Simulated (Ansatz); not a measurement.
I need the energy of protonation at one site of GeH3IO, SMILES [OH][GeH2][I]. Use the Python package of Ansatz (0.2.0). Use (for the species named): Hartree-Fock, def2-SVP basis, multiplicity 1.

```yaml
atoms:
  - { symbol: O, position_ang: [-0.5769, -1.4020, 0.1166] }
  - { symbol: Ge, position_ang: [0.3525, 0.1346, 0.1560] }
  - { symbol: I, position_ang: [-1.2071, 2.1608, 0.0496] }
  - { symbol: H, position_ang: [-1.0267, -1.3010, -0.7662] }
  - { symbol: H, position_ang: [1.3244, 0.1569, -1.0727] }
  - { symbol: H, position_ang: [1.1760, 0.1867, 1.4706] }
```

The script, `geh3io.py`:
```python
import ansatz as az
import numpy as np

BASIS = "def2-SVP"
FUNCTIONAL = "hf"
CHARGE = 1
FMAX = 0.01

geometry_ang = [
    ("O", [-0.5769, -1.402, 0.1166]),
    ("Ge", [0.3525, 0.1346, 0.156]),
    ("I", [-1.2071, 2.1608, 0.0496]),
    ("H", [-1.0267, -1.301, -0.7662]),
    ("H", [1.3244, 0.1569, -1.0727]),
    ("H", [1.176, 0.1867, 1.4706]),
]
mol = az.Crystal.molecule()
for symbol, xyz in geometry_ang:
    mol = mol.atom(symbol, xyz)

job = mol.calculation()
job = job.basis(gaussian=BASIS).functional(FUNCTIONAL)
symbols = [site.symbol for site in mol.cartesian_sites]
start = np.array([site.position_ang for site in mol.cartesian_sites], dtype=float)
r = job.relax(force_tolerance=0.01, max_steps=100).run(threads=1, backend="cpu").report
end = np.array(r["positions_ang"])

away = sum((end[0] - end[j]) / np.linalg.norm(end[0] - end[j]) for j in [1, 3]) + np.array([0.15, 0.1, -0.2])
proton = end[0] + 1.0 * away / np.linalg.norm(away)
acid = az.Crystal.molecule()
for symbol, place in zip(symbols, end):
    acid = acid.atom(symbol, place.tolist())
acid = acid.atom("H", proton.tolist())
protonated = (
    acid.calculation()
    .basis(gaussian=BASIS)
    .functional(FUNCTIONAL)
    .charge(CHARGE)
    .relax(force_tolerance=FMAX, max_steps=80)
)
after = protonated.run(threads=1, backend="cpu").report
xyz = np.array(after["positions_ang"])
reach = np.linalg.norm(xyz[:-1] - xyz[-1], axis=1)
print(f"base {r['free_energy_ev']:.5f} eV, protonated {after['free_energy_ev']:.5f} eV")
print(f"the proton ends {reach.min():.3f} A from {symbols[reach.argmin()]}{reach.argmin()}")
print(f"electronic proton affinity {(r['free_energy_ev'] - after['free_energy_ev']):.3f} eV")
```

```console
$ python geh3io.py
base -66623.35650 eV, protonated -66632.04103 eV
the proton ends 0.956 A from O0
electronic proton affinity 8.685 eV
```

Reading the output:
- Total energies depend on the basis set; only differences at equal settings carry meaning.
- The proton is put on one chosen atom, which needn't be the most basic site, so the molecule's proton affinity can be higher; the ends are stationary points, not checked by frequencies, and zero-point and thermal terms count only where printed.
- def2 sets replace the cores of elements past krypton by effective core potentials.
- Hartree-Fock leaves correlation out, so bond, atomisation and ionisation energies come out well too low.
- Timing: 2.9 min on 1 thread of Intel(R) Xeon(R) Platinum 8259CL CPU @ 2.50GHz (Skylake/Cascade Lake), on a shared host, peak memory 0.29 GiB.

(Lines on the test bed's own set-up are left out of the output.)
